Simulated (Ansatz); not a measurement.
# C4H12Si2: molecular dynamics

Aim: follow the molecule's vibrations and see whether its bonds hold. The start is relaxed first. Runs: 424 steps of 1 fs under a Nosé-Hoover thermostat at 500 K. SMILES of the start: C[SiH2]C(C)=C[SiH3].

Method: RKS PBE0/STO-3G, in Ansatz 0.2.0.

## 1. The system as given

Bond lengths (14 of 17 bonds, heavy atoms first): C1–Si2 1.813 Å, Si2–C3 1.875 Å, C3–C4 1.502 Å, C3–C5 1.382 Å, C5–Si6 1.814 Å, C1–H7 1.074 Å, C1–H8 1.155 Å, C1–H9 1.032 Å, Si2–H10 1.489 Å, Si2–H11 1.507 Å, C4–H12 1.052 Å, C4–H13 1.216 Å, C4–H14 1.120 Å, C5–H15 1.073 Å. Angles (14 of 30 angles, heavy atoms first): C1–Si2–C3 110.5°, Si2–C3–C4 116.7°, Si2–C3–C5 125.9°, C4–C3–C5 117.2°, C3–C5–Si6 131.7°, C1–Si2–H10 109.4°, C1–Si2–H11 111.3°, C3–Si2–H10 110.0°, C3–Si2–H11 108.6°, Si2–C1–H7 112.4°, Si2–C1–H8 108.8°, Si2–C1–H9 113.9°, C3–C4–H12 116.9°, C3–C4–H13 107.0°.

Structure file:

```xyz
18

C    -2.1716   -0.9885   -0.3071
Si   -0.9103   -0.6317    0.9457
C     0.2678    0.6924    0.3338
C     0.0188    2.0936    0.8153
C     1.3919    0.4813   -0.4428
Si    2.0980   -1.0286   -1.1581
H    -2.9013   -1.6983    0.0360
H    -2.7477   -0.0154   -0.5424
H    -1.7850   -1.2844   -1.2167
H    -0.1588   -1.8782    1.2589
H    -1.5364   -0.1610    2.2326
H     0.6746    2.8396    0.4674
H    -1.0964    2.4044    0.4430
H    -0.0708    2.1533    1.9306
H     2.0010    1.3287   -0.6935
H     3.1166   -0.6436   -2.1594
H     2.7590   -1.8313   -0.1020
H     1.0133   -1.8211   -1.7894
```

## 2. Relaxing the start

input.yaml reads:

```yaml
crystal:
  periodic: [false, false, false]
  atoms:
    - { symbol: C, position_ang: [-2.1716, -0.9885, -0.3071] }
    - { symbol: Si, position_ang: [-0.9103, -0.6317, 0.9457] }
    - { symbol: C, position_ang: [0.2678, 0.6924, 0.3338] }
    - { symbol: C, position_ang: [0.0188, 2.0936, 0.8153] }
    - { symbol: C, position_ang: [1.3919, 0.4813, -0.4428] }
    - { symbol: Si, position_ang: [2.098, -1.0286, -1.1581] }
    - { symbol: H, position_ang: [-2.9013, -1.6983, 0.036] }
    - { symbol: H, position_ang: [-2.7477, -0.0154, -0.5424] }
    - { symbol: H, position_ang: [-1.785, -1.2844, -1.2167] }
    - { symbol: H, position_ang: [-0.1588, -1.8782, 1.2589] }
    - { symbol: H, position_ang: [-1.5364, -0.161, 2.2326] }
    - { symbol: H, position_ang: [0.6746, 2.8396, 0.4674] }
    - { symbol: H, position_ang: [-1.0964, 2.4044, 0.443] }
    - { symbol: H, position_ang: [-0.0708, 2.1533, 1.9306] }
    - { symbol: H, position_ang: [2.001, 1.3287, -0.6935] }
    - { symbol: H, position_ang: [3.1166, -0.6436, -2.1594] }
    - { symbol: H, position_ang: [2.759, -1.8313, -0.102] }
    - { symbol: H, position_ang: [1.0133, -1.8211, -1.7894] }
basis:
  gaussian: { orbitals: STO-3G }
hamiltonian:
  xc: pbe0
relax:
  f_tol: 0.02
  max_steps: 40
scf:
  lower_state_search: "off"
```

Command:

```sh
> ansatz run input.yaml --threads 1 --pin off --max-ram 2048MiB --backend cpu --events-out ev --progress --plain --runs-dir out
```

After this run come: Dynamics.

Before running it: what results should come out? Wanted: relaxation of the start; temperature, first and last step; temperature, second half; potential energy, second half; largest change of the conserved energy; bonds formed or broken.

The runs gave:

```
                              quantity                          value
               relaxation of the start        7 moves, 0.843 eV lower
                                length              424 steps of 1 fs
      temperature, first and last step                  500 and 427 K
              temperature, second half  mean 475 K, from 202 to 756 K
         potential energy, second half    +56 meV/atom from the start
largest change of the conserved energy                  4.06 meV/atom
                bonds formed or broken                              0
```

In words: Against a set 500 K the second half averages 475 K with a spread of 116 K. The conserved energy strays from its start by at most 4.06 meV/atom, 7.6 % of the mean kinetic energy, which is poor: the step of 1 fs is too long for the fastest motion. No bond forms or breaks. 424 fs on 18 atoms is far too short and small for converged averages. The nuclei move classically, without zero-point motion, which matters most for hydrogen. In so small a basis the energies are only a sketch.
